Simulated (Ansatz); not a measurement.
# FH₆NSi₂: taking an electron away

An exercise on one series of results from a longer session: the logs are not shown, and one member is left open.

Program: Ansatz 0.2.0, Gaussian basis. Level of theory: unrestricted cation, the program's frozen cores in correlated methods. These are calculated values, not measurements.

Levels to be run: UKS PBE-D4/def2-TZVPP; UKS r2SCAN-D4/def2-TZVPP; UKS PBE0-D4/def2-TZVPP; UKS B3LYP-D4/def2-TZVPP; UKS wB97X-V/def2-TZVPP; UKS wB97M-V/def2-TZVPP; UKS B2PLYP/def2-TZVPP; UHF-CCSD(T)/def2-TZVPP; UHF-MP2/def2-QZVPP; extrapolation to the limit; then −ε(HOMO) from the neutral's earlier runs with LDA (SPW92), PBE-D4, revPBE-D4, BLYP-D4, r2SCAN-D4, B97M-V, PBE0-D4, B3LYP-D4, r2SCANh-D4, r2SCAN0-D4, HSE06-D4, BHLYP-D4, CAM-B3LYP-D4, LC-ωPBE, ωB97X-V, ωB97M-V.

**The relaxed structure**

All runs share one geometry, relaxed beforehand with PBE0-D4 in a triple-zeta def2 set.

SMILES `F[SiH2]N[SiH3]`, 10 atoms, charge 0, spin multiplicity 1.

Atoms are counted from 1 here; the program's logs count them from 0.

Bond lengths: F1–Si2 1.602 Å, Si2–N3 1.706 Å, Si2–H5 1.480 Å, Si2–H6 1.478 Å, N3–Si4 1.733 Å, N3–H7 1.011 Å, Si4–H8 1.487 Å, Si4–H9 1.483 Å, Si4–H10 1.487 Å. Angles: F1–Si2–N3 112.6°, F1–Si2–H5 106.0°, F1–Si2–H6 106.5°, N3–Si2–H5 109.3°, N3–Si2–H6 108.8°, H5–Si2–H6 113.7°, Si2–N3–Si4 128.1°, Si2–N3–H7 115.6°, Si4–N3–H7 115.9°, N3–Si4–H8 112.0°, N3–Si4–H9 106.7°, N3–Si4–H10 110.9°, H8–Si4–H9 109.6°, H8–Si4–H10 107.7°, H9–Si4–H10 109.9°.

Coordinates:

```xyz
10

F    -2.18101    0.40008   -1.25683
Si   -0.76448    1.02369   -0.84525
N     0.39760   -0.17131   -0.48220
Si    0.69905   -0.94283    1.04038
H    -0.30953    1.80910   -2.01469
H    -1.00172    1.84106    0.36337
H     0.90335   -0.54369   -1.27457
H     0.33921   -2.38562    1.01439
H    -0.13465   -0.24069    2.04662
H     2.13528   -0.84077    1.41167
```

The first run:

Input file in.yaml:

```yaml
crystal:
  periodic: [false, false, false]
  atoms:
    - {symbol: F, position_ang: [-2.181006, 0.400076, -1.256829]}
    - {symbol: Si, position_ang: [-0.764481, 1.023690, -0.845247]}
    - {symbol: N, position_ang: [0.397604, -0.171314, -0.482199]}
    - {symbol: Si, position_ang: [0.699046, -0.942831, 1.040382]}
    - {symbol: H, position_ang: [-0.309533, 1.809096, -2.014692]}
    - {symbol: H, position_ang: [-1.001717, 1.841057, 0.363373]}
    - {symbol: H, position_ang: [0.903348, -0.543691, -1.274570]}
    - {symbol: H, position_ang: [0.339214, -2.385618, 1.014387]}
    - {symbol: H, position_ang: [-0.134652, -0.240692, 2.046620]}
    - {symbol: H, position_ang: [2.135278, -0.840773, 1.411674]}
basis:
  gaussian: {orbitals: def2-TZVPP}
total_charge: 1
magnetization: {spin_polarized: true, initial_magnetization: 1}
hamiltonian: {xc: pbe, dispersion: d4}
```

Started as:

```sh
> ansatz run in.yaml --threads 2 --pin off --events-out ev --progress --plain --max-ram 20480MiB --backend cpu
```

Steps of the session up to this table: Cation, UKS PBE-D4/def2-TZVPP; Cation, UKS r2SCAN-D4/def2-TZVPP; Cation, UKS PBE0-D4/def2-TZVPP; Cation, UKS B3LYP-D4/def2-TZVPP; Cation, UKS wB97X-V/def2-TZVPP; Cation, UKS wB97M-V/def2-TZVPP; Cation, UKS B2PLYP (frozen core)/def2-TZVPP; Cation, UHF-CCSD(T)/def2-TZVPP; Cation, UHF-MP2/def2-QZVPP.

One table of the session follows, with a row left open; its other results are not shown here.

It belongs to the step «Ionisation energies side by side». For comparison, −ε(HOMO) of the neutral from earlier runs:

```
  functional  −ε(HOMO) (eV)
 LDA (SPW92)           6.89
      PBE-D4           6.76
   revPBE-D4           6.71
     BLYP-D4           6.63
   r2SCAN-D4           7.07
      B97M-V           7.22
     PBE0-D4           8.13
    B3LYP-D4           7.89
  r2SCANh-D4           7.58
  r2SCAN0-D4           8.34
    HSE06-D4           7.72
    BHLYP-D4           9.41
CAM-B3LYP-D4           9.52
     LC-ωPBE          10.92
     ωB97X-V              ?
     ωB97M-V          10.44
```

Estimate the missing values for ωB97X-V.

As computed: −ε(HOMO) (eV): 10.55. In the column «−ε(HOMO) (eV)» it lies between ωB97M-V (10.44) and LC-ωPBE (10.92).
